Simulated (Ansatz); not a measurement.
Turn this script for the Python package of Ansatz (0.2.0) into the input file that the command-line program reads.

At the Python prompt:
```pycon
>>> import ansatz
>>> deck = {
...     "crystal": {
...         "periodic": [False, False, False],
...         "atoms": [
...             {"symbol": "F", "position_ang": [0.4835, 1.0901, -2.7481]},
...             {"symbol": "B", "position_ang": [0.4522, 0.2315, -1.6321]},
...             {"symbol": "B", "position_ang": [-0.2896, 0.6817, -0.2179]},
...             {"symbol": "Si", "position_ang": [-0.1568, -0.516, 1.3106]},
...             {"symbol": "H", "position_ang": [0.9836, -0.8262, -1.7458]},
...             {"symbol": "H", "position_ang": [-0.782, 1.7497, -0.111]},
...             {"symbol": "H", "position_ang": [-0.8829, -1.7777, 0.9567]},
...             {"symbol": "H", "position_ang": [1.2012, -0.7961, 1.6791]},
...             {"symbol": "H", "position_ang": [-0.9206, 0.1167, 2.4914]},
...         ],
...     },
...     "basis": {"gaussian": {"orbitals": "def2-SVP"}},
...     "correlation": {"method": "mp2"},
... }
>>> session = ansatz.Session.from_dict(deck)
>>> r = session.plan(threads=1).execute().report
>>> for key in ("converged", "free_energy_ev", "reference_energy_ev", "n_frozen", "n_occupied", "n_virtual"):
...     print(f"{key:22s} {r[key]}")
...
converged              True
free_energy_ev         -11996.449660143144
reference_energy_ev    -11984.323761321297
n_frozen               8
n_occupied             [11, 11]
n_virtual              [66, 66]
>>> symbols = ["F", "B", "B", "Si", "H", "H", "H", "H", "H"]
>>> print("correlation energy", round(r["free_energy_ev"] - r["reference_energy_ev"], 5), "eV")
correlation energy -12.1259 eV
>>> cluster = r["correlation"].get("coupled_cluster")
>>> if cluster:
...     print("cycles", cluster["cycles"], " T1 diagnostic", round(cluster["t1_diagnostic"], 4), " largest double", round(cluster["largest_double"], 4))
...
```

`input.yaml`:
```yaml
crystal:
  periodic: [false, false, false]
  atoms:
    - { symbol: F, position_ang: [0.4835, 1.0901, -2.7481] }
    - { symbol: B, position_ang: [0.4522, 0.2315, -1.6321] }
    - { symbol: B, position_ang: [-0.2896, 0.6817, -0.2179] }
    - { symbol: Si, position_ang: [-0.1568, -0.516, 1.3106] }
    - { symbol: H, position_ang: [0.9836, -0.8262, -1.7458] }
    - { symbol: H, position_ang: [-0.782, 1.7497, -0.111] }
    - { symbol: H, position_ang: [-0.8829, -1.7777, 0.9567] }
    - { symbol: H, position_ang: [1.2012, -0.7961, 1.6791] }
    - { symbol: H, position_ang: [-0.9206, 0.1167, 2.4914] }
basis:
  gaussian: { orbitals: def2-SVP }
correlation:
  method: mp2
```

On the command line:
```console
$ ansatz run input.yaml --threads 1 --pin off --max-ram 4096MiB --backend cpu --events-out ev --progress --plain --runs-dir out
Engine: ansatz 0.2.0, aarch64-unknown-linux-gnu
Functional definition: HF
  exchange = exact_x
  correlation = 0
838 factors; integrals over basis functions are off by at most 1.1e-3 eV
mean field evaluation 1: about -11982.1578 eV, gradient 2.6e1 eV
mean field evaluation 2: about -11982.1975 eV, gradient 2.6e1 eV
mean field evaluation 4: about -11984.2732 eV, gradient 3.3e0 eV
mean field evaluation 8: about -11984.3236 eV, gradient 1.1e-1 eV
mean field -11984.32376132 eV, -440.4157749622 hartree, gradient 5.7e-7 eV, S^2 0.000000; 0 other end points of the search recorded, 0 dependent functions left out
8 core orbitals not correlated: weight in the atoms' cores, before any rotation towards them, 1.000 or more for the frozen orbitals, at most 0.000 for the correlated occupied ones
reference -11984.32376132 eV, -440.4157749622 hartree; 11, 11 occupied and 66, 66 virtual orbitals, 838 factors
second order -12.12589882 eV of doubles, -0.00000000 eV of singles
Total energy: -11996.44966014 eV, -440.8613935246 hartree
```

Total energies depend on the basis set; only differences at equal settings carry meaning. The geometry is a force-field or estimated start, not a minimum of this method, and the basis set is short of its limit. Run time: 1.1 s on 1 thread of Arm Neoverse V1, on a shared host, peak memory 0.17 GiB.

(Lines on the test bed's own set-up are left out of the output.)
